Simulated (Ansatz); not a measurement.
## AlFGeH4O, SMILES [OH][Al]([F])[GeH3]: a polarisability from point charges

Run with Ansatz's Python interface.

The script reads `alfgeh4o.xyz`:
```text
8

O     1.97940    1.20510   -0.63930
Al    1.00940    0.03180    0.37060
F     1.75760   -0.68690    1.81220
Ge   -1.19120   -0.58330   -0.23850
H     1.71140    2.12050   -0.26730
H    -2.16720    0.68260   -0.22740
H    -1.24030   -1.21940   -1.64830
H    -1.76700   -1.60770    0.78230
```

Script `field_alfgeh4o.py`:
```python
# -*- coding: utf-8 -*-
import ansatz as az
import numpy as np

molecule = az.Crystal.molecule_from_extxyz('alfgeh4o.xyz')

job = (
    molecule.calculation()
    .basis(gaussian='def2-SVP')
    .functional('hf')
    .forces()
)
centre = np.mean([site.position_ang for site in molecule.cartesian_sites], axis=0)
field = 2 * 14.399645 * 2.0 / 25.0 ** 2


def dipole(axis, sign):
    arm = 25.0 * np.eye(3)[axis]
    pair = [{'charge': sign * 2.0, 'position_ang': (centre - arm).tolist()}, {'charge': -sign * 2.0, 'position_ang': (centre + arm).tolist()}]
    deck = job.input().set(az.key.basis.gaussian.point_charges, pair)
    return np.array(az.Session.from_dict(deck).plan().execute().report['charge_distribution']['dipole_moment_e_ang'])


print(f'field {field:.4f} V/A')
alpha = np.array([(dipole(axis, 1) - dipole(axis, -1)) / (2 * field) * 14.399645 for axis in range(3)])
print('polarisability tensor (A^3)')
print(np.array2string(alpha, precision=3, suppress_small=True))
print(f'mean {np.trace(alpha) / 3:.3f} A^3 = {np.trace(alpha) / 3 / 0.14818471:.2f} bohr^3')
```

```console
$ python field_alfgeh4o.py
field 0.0922 V/A
polarisability tensor (A^3)
[[ 7.921  0.437  0.203]
 [ 0.457  7.418 -0.146]
 [ 0.216 -0.136  6.876]]
mean 7.405 A^3 = 49.97 bohr^3
```

Reading the output:
- The geometry is a force-field or estimated start, not a minimum of this method, and the basis set is short of its limit. The field of two point charges is only nearly even.
- Without diffuse functions polarisabilities are unreliable, as a rule too low, and they change with the bond lengths of this unrelaxed start.
- Wall time of the script: 9.1 s on 1 thread of Arm Neoverse V2 (shared host), peak memory 0.25 GiB.

(A comment or docstring line of the script was reworded after the run, the code is as it ran; lines on the test bed's own set-up are left out of the output.)
